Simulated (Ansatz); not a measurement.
**GeSiH3ClO (SMILES [SiH3][O][Ge][Cl]) at B3LYP/6-31G(d) (spherical functions)**

Aim: the energy change on altering one bond length of GeSiH3ClO at B3LYP/6-31G* (spherical functions), from 2 runs. 

The calculation is run with Ansatz 0.2.0.

125 further runs of the same task are left out: 125 set aside as unsound or not needed.

### Step 1. Starting point

GeSiH3ClO has 7 atoms, charge 0, and is taken as a singlet. SMILES: `[SiH3][O][Ge][Cl]`. The shape is that of a PBE0-D4/def2-TZVP optimisation. This is one conformer, not always the lowest.

Bond lengths: Si1–O2 1.655 Å, O2–Ge3 1.768 Å, Ge3–Cl4 2.210 Å, Si1–H5 1.484 Å, Si1–H6 1.484 Å, Si1–H7 1.484 Å. Angles: Si1–O2–Ge3 138.4°, O2–Ge3–Cl4 99.4°, O2–Si1–H5 107.2°, O2–Si1–H6 110.4°, O2–Si1–H7 110.5°, H5–Si1–H6 109.5°, H5–Si1–H7 109.5°, H6–Si1–H7 109.7°.

### Step 2. The energy at B3LYP/6-31G(d) (spherical functions)

run.yaml reads:

```yaml
crystal:
  periodic: [false, false, false]
  atoms:
    - symbol: Si
      position_ang: [0.184400, 0.664200, -0.614200]
    - symbol: O
      position_ang: [0.434500, -0.959500, -0.413800]
    - symbol: Ge
      position_ang: [0.076600, -2.215900, 0.776900]
    - symbol: Cl
      position_ang: [-0.991800, -0.995100, 2.277600]
    - symbol: H
      position_ang: [0.795900, 1.045400, -1.911300]
    - symbol: H
      position_ang: [-1.268900, 0.965100, -0.643300]
    - symbol: H
      position_ang: [0.830700, 1.427800, 0.482400]
basis:
  gaussian:
    orbitals: 6-31G_st_-spherical.json
hamiltonian:
  xc: {name: B3LYP}
accuracy: high
output: {orbitals: {seedname: orbitals}}
```

The basis set 6-31G* is read from a file made from the Basis Set Exchange's data (not shown).

Command:

```sh
$ ansatz run run.yaml --threads 1 --pin off --max-ram 3480MiB --events-out events.jsonl --progress --plain --runs-dir runs
```

The log of the run:

```text
Warning: RAYON_NUM_THREADS=1 ignored (pool sized by the plan → 1); use --threads N
Functional definition: B3LYP
  name "B3LYP"
  parameter a0 = 0.2
  parameter ax = 0.72
  parameter ac = 0.81
  exchange = (1 - a0 - ax)*slater_x + ax*b88_x + a0*exact_x
  correlation = (1 - ac)*vwn_rpa_c + ac*lyp_c
1857 factors; integrals over basis functions are off by at most 6.8e-9 eV
mean field evaluation 1: about -79004.4173 eV, gradient 5.7e1 eV
mean field evaluation 2: about -78957.6042 eV, gradient 1.5e2 eV
mean field evaluation 4: about -79009.9926 eV, gradient 1.0e1 eV
mean field evaluation 8: about -79010.4306 eV, gradient 6.5e-1 eV
mean field evaluation 16: about -79010.4317 eV, gradient 6.8e-5 eV
mean field -79010.43173370 eV, -2903.5798110192 hartree, gradient 4.5e-8 eV, S^2 0.000000; 0 other end points of the search recorded, 0 dependent functions left out
reference -79010.43177358 eV, -2903.5798124849 hartree; 37, 37 occupied and 51, 51 virtual orbitals, 1857 factors
Total energy: -79010.43177358 eV, -2903.5798124849 hartree
```

Run time: 12 s. Hardware: 1 thread of Arm Neoverse V1, shared host; peak memory 0.33 GiB.

### Step 3. The distorted shape at the same level

input.yaml reads:

```yaml
crystal:
  periodic: [false, false, false]
  atoms:
    - {symbol: Si, position_ang: [-0.549401, 0.206760, 0.942321]}
    - {symbol: O, position_ang: [-0.299301, -1.416940, 1.142721]}
    - {symbol: Ge, position_ang: [-0.657201, -2.673340, 2.333421]}
    - {symbol: Cl, position_ang: [-1.725601, -1.452540, 3.834121]}
    - {symbol: H, position_ang: [0.795900, 1.045400, -1.911300]}
    - {symbol: H, position_ang: [-2.002701, 0.507660, 0.913221]}
    - {symbol: H, position_ang: [0.096899, 0.970360, 2.038921]}
basis:
  gaussian:
    orbitals: 6-31G_st_-spherical.json
hamiltonian:
  xc: {name: B3LYP}
accuracy: high
output: {orbitals: {seedname: orbitals}}
```

The basis set 6-31G* is read from a file made from the Basis Set Exchange's data (not shown).

Command:

```sh
$ ansatz run input.yaml --threads 1 --pin off --max-ram 3480MiB --events-out events.jsonl --progress --plain --runs-dir runs
```

The log of the run (excerpt; [...] marks lines left out):

```text
Warning: RAYON_NUM_THREADS=1 ignored (pool sized by the plan → 1); use --threads N
[... 7 set-up lines as earlier in the session ...]
1840 factors; integrals over basis functions are off by at most 6.5e-9 eV
mean field evaluation 1: about -78999.7786 eV, gradient 5.6e1 eV
mean field evaluation 2: about -78963.1777 eV, gradient 1.4e2 eV
mean field evaluation 4: about -79004.0242 eV, gradient 1.7e1 eV
mean field evaluation 8: about -79005.9839 eV, gradient 1.4e0 eV
mean field evaluation 16: about -79005.9943 eV, gradient 3.1e-3 eV
mean field -79005.99432711 eV, -2903.4167393351 hartree, gradient 3.0e-8 eV, S^2 0.000000; 0 other end points of the search recorded, 0 dependent functions left out
reference -79005.99436944 eV, -2903.4167408906 hartree; 37, 37 occupied and 51, 51 virtual orbitals, 1840 factors
Total energy: -79005.99436944 eV, -2903.4167408906 hartree
```

It took 13 s on 1 thread of Arm Neoverse V1, shared host; peak memory 0.33 GiB.

### Step 4. Summary of results

At B3LYP/6-31G* (spherical functions):

```
                                                          quantity           value
                                         first shape: total energy  -2903.57981 Eh
                                          first shape: HOMO energy        -7.90 eV
                                          first shape: LUMO energy        -2.71 eV
                                        first shape: HOMO–LUMO gap         5.18 eV
                                     distorted shape: total energy  -2903.41674 Eh
                                      distorted shape: HOMO energy        -6.03 eV
                                      distorted shape: LUMO energy        -3.51 eV
                                    distorted shape: HOMO–LUMO gap         2.52 eV
energy change with the Si1–H5 bond stretched from 1.484 to 3.264 Å        4.437 eV
```

In words: One bond (distorted shape) is far stretched, which a spin-restricted single reference describes badly; a broken-symmetry solution may lie lower. With the Si1–H5 bond stretched from 1.484 to 3.264 Å the energy rises by 4.44 eV (102 kcal/mol). The first shape isn't relaxed at this level, so the change isn't measured from a minimum. A restricted reference can't describe the breaking bond well at this length.
